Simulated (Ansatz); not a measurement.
# Al2GaP3: the cost of one run

Computed with Ansatz 0.2.0 (DFT PBE, scalar-relativistic, plane waves, PAW, unless a step names another level, unless a step's input says otherwise).

## (1) The system as given

It takes space group P3m1 (No. 156, trigonal). Conventional cell: a = 3.895 Å, b = 3.895 Å, c = 9.538 Å, α = 90.00°, β = 90.00°, γ = 120.00°. Around Al (site symmetry 3m) lie 4 P at 2.38 to 2.39 Å. Al (site symmetry 3m) is surrounded by 4 P at 2.38 Å. Ga (site symmetry 3m) has 4 P at 2.39 Å as nearest neighbours. Around P (site symmetry 3m) lie 3 Al at 2.38 Å and 1 Ga at 2.39 Å. Around P (site symmetry 3m) lie 1 Al at 2.38 Å and 3 Ga at 2.39 Å. Around P (site symmetry 3m) lie 4 Al at 2.38 to 2.39 Å.

Coordinates:

```
Al Ga P
1.0
     3.89485    0.00000    0.00000
    -1.94743    3.37304    0.00000
     0.00000    0.00000    9.53774
Al Ga P
2 1 3
Direct
  0.33333 0.66667 0.33316
  0.66667 0.33333 0.66654
  0.00000 0.00000 0.00014
  0.00000 0.00000 0.25054
  0.66667 0.33333 0.91618
  0.33333 0.66667 0.58345
```

It came out lowest among 32 distinct ends of the trial cells. At a tolerance of 0.02 Å it has space group P3m1 (No. 156).

## (2) Relaxing to 0.001 eV/Å, on the response runs' mesh and smearing

The input, input.yaml:

```yaml
crystal:
  lattice:
    - [3.8948506829, 0.0, 0.0]
    - [-1.9474253415, 3.3730396353, 0.0]
    - [0.0, 0.0, 9.5377434748]
  atoms:
    - { symbol: Al, position: [0.3333333333, 0.6666666667, 0.3331553121] }
    - { symbol: Al, position: [0.6666666667, 0.3333333333, 0.6665359032] }
    - { symbol: Ga, position: [0.0, 0.0, 1.0001394186] }
    - { symbol: P, position: [0.0, 0.0, 0.2505382555] }
    - { symbol: P, position: [0.6666666667, 0.3333333333, 0.91618442] }
    - { symbol: P, position: [0.3333333333, 0.6666666667, 0.5834466906] }
basis:
  ecutwfc: 420
kpoints:
  mp_grid: { grid: [12, 12, 4] }
hamiltonian:
  xc: pbe
scf:
  occupations: { method: fixed }
output:
  forces: true
  stress: true
  eigenvalues: true
relax:
  adjacent_minimum: "off"
  f_tol: 0.001
  max_steps: 60
  cell: { stress_tol: 0.01 }
```

Command:

```bash
> ansatz run input.yaml --threads 3 --pin off --max-ram 7680MiB --backend cpu --events-out ev --progress --plain --runs-dir out
```

**Question.** How long does this run take on 3 threads of AMD EPYC 9R45 (Zen 5), shared host, and how much memory does it need?

About 10 s, with a peak of 0.55 GiB.
